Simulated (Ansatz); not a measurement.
**C5H4ClN: one species, many methods**

One table from this session's results is given with a row withheld; the runs are named, their logs left out.

Method: functionals in def2-TZVPP, the program's frozen cores in correlated methods; program: Ansatz 0.2.0, Gaussian basis.

The runs, in order: LDA (SPW92), PBE-D4, revPBE-D4, BLYP-D4, r2SCAN-D4, B97M-V, PBE0-D4, B3LYP-D4, r2SCANh-D4, r2SCAN0-D4, HSE06-D4, BHLYP-D4, CAM-B3LYP-D4, LC-ωPBE, ωB97X-V, ωB97M-V, B2PLYP, PBE-QIDH; CCSD(T)/def2-SVP; CCSD(T)/def2-TZVPP; MP2/def2-QZVPP; extrapolation to the limit; RPA on PBE.

### Structure used throughout

All runs share one geometry, relaxed beforehand with PBE0-D4 in a triple-zeta def2 set.

SMILES `Clc1ccccn1`, 11 atoms, charge 0, spin multiplicity 1.

Atoms are counted from 1 here; the program's logs count them from 0.

Bond lengths: Cl1–C2 1.732 Å, C2–C3 1.390 Å, C2–N7 1.312 Å, C3–C4 1.382 Å, C3–H8 1.081 Å, C4–C5 1.387 Å, C4–H9 1.084 Å, C5–C6 1.384 Å, C5–H10 1.083 Å, C6–N7 1.331 Å, C6–H11 1.086 Å. Angles: Cl1–C2–C3 118.5°, Cl1–C2–N7 116.8°, C3–C2–N7 124.7°, C2–C3–C4 117.3°, C2–C3–H8 120.6°, C4–C3–H8 122.2°, C3–C4–C5 119.2°, C3–C4–H9 120.0°, C5–C4–H9 120.8°, C4–C5–C6 118.1°, C4–C5–H10 121.4°, C6–C5–H10 120.5°, C5–C6–N7 123.4°, C5–C6–H11 120.8°, N7–C6–H11 115.8°, C2–N7–C6 117.3°.

As a file:

```mol
C5H4ClN
  3D, bonds by distance, orders not assigned

 11 11  0  0  0  0  0  0  0  0999 V2000
   -0.9751   -2.8625   -0.7219 Cl  0  0
   -0.4161   -1.2515   -0.4191 C   0  0
   -0.3343   -0.8149    0.8977 C   0  0
    0.1149    0.4745    1.1101 C   0  0
    0.4575    1.2600    0.0189 C   0  0
    0.3325    0.7111   -1.2451 C   0  0
   -0.0984   -0.5286   -1.4666 N   0  0
   -0.6141   -1.4688    1.7124 H   0  0
    0.1963    0.8615    2.1193 H   0  0
    0.8134    2.2748    0.1438 H   0  0
    0.5886    1.2876   -2.1289 H   0  0
  1  2  8  0
  2  3  8  0
  3  4  8  0
  4  5  8  0
  5  6  8  0
  6  7  8  0
  3  8  8  0
  4  9  8  0
  5 10  8  0
  6 11  8  0
  2  7  8  0
M  END
```

Set-up of the first run:

in.yaml reads:

```yaml
crystal:
  periodic: [false, false, false]
  atoms:
    - {symbol: Cl, position_ang: [-0.975137, -2.862546, -0.721884]}
    - {symbol: C, position_ang: [-0.416069, -1.251525, -0.419129]}
    - {symbol: C, position_ang: [-0.334280, -0.814925, 0.897727]}
    - {symbol: C, position_ang: [0.114899, 0.474512, 1.110122]}
    - {symbol: C, position_ang: [0.457489, 1.260000, 0.018916]}
    - {symbol: C, position_ang: [0.332494, 0.711053, -1.245096]}
    - {symbol: N, position_ang: [-0.098377, -0.528628, -1.466550]}
    - {symbol: H, position_ang: [-0.614126, -1.468814, 1.712380]}
    - {symbol: H, position_ang: [0.196314, 0.861547, 2.119335]}
    - {symbol: H, position_ang: [0.813415, 2.274780, 0.143762]}
    - {symbol: H, position_ang: [0.588577, 1.287648, -2.128884]}
basis:
  gaussian: {orbitals: def2-TZVPP}
hamiltonian: {xc: lda}
output: {orbitals: {seedname: orbitals}}
```

The run is started by

```console
> ansatz run in.yaml --threads 4 --pin off --events-out ev --progress --plain --max-ram 10444MiB
```

Steps of the session up to this table: LDA; PBE-D4 (GGA); revPBE-D4 (GGA); BLYP-D4 (GGA); r2SCAN-D4 (meta-GGA); B97M-V (meta-GGA); PBE0-D4 (hybrid); B3LYP-D4 (hybrid); r2SCANh-D4 (hybrid); r2SCAN0-D4 (hybrid); HSE06-D4 (hybrid); BHLYP-D4 (hybrid); CAM-B3LYP-D4 (range-separated); LC-ωPBE (range-separated); ωB97X-V (range-separated); ωB97M-V (range-separated); B2PLYP (double hybrid); PBE-QIDH (double hybrid).

One of the session's tables, all rows but one given; the rest of the session is left out.

It belongs to the step «Frontier levels by functional». 

```
  functional  HOMO (eV)  gap (eV)
 LDA (SPW92)      -6.54      4.23
      PBE-D4      -6.42      4.36
   revPBE-D4      -6.36      4.39
     BLYP-D4      -6.29      4.40
   r2SCAN-D4      -6.68      4.77
      B97M-V      -6.66      4.85
     PBE0-D4      -7.52      6.38
    B3LYP-D4      -7.29      5.96
  r2SCANh-D4      -7.07      5.50
  r2SCAN0-D4          ?         ?
    HSE06-D4      -7.13      5.61
    BHLYP-D4      -8.36      8.28
CAM-B3LYP-D4      -8.73      8.70
     LC-ωPBE     -10.03     11.03
     ωB97X-V      -9.67     10.67
     ωB97M-V      -9.57     10.52
```

Estimate the missing values for r2SCAN0-D4.

Worked estimate for «HOMO (eV)». Against the share of exact exchange, r2SCAN-D4 (0, -6.68), r2SCANh-D4 (0.1, -7.07) give a slope of -3.90 per unit share; at 0.25 the line stands at -7.65.

As computed: HOMO (eV): -7.65; gap (eV): 6.59. In «HOMO (eV)» the line misses by 0.00.
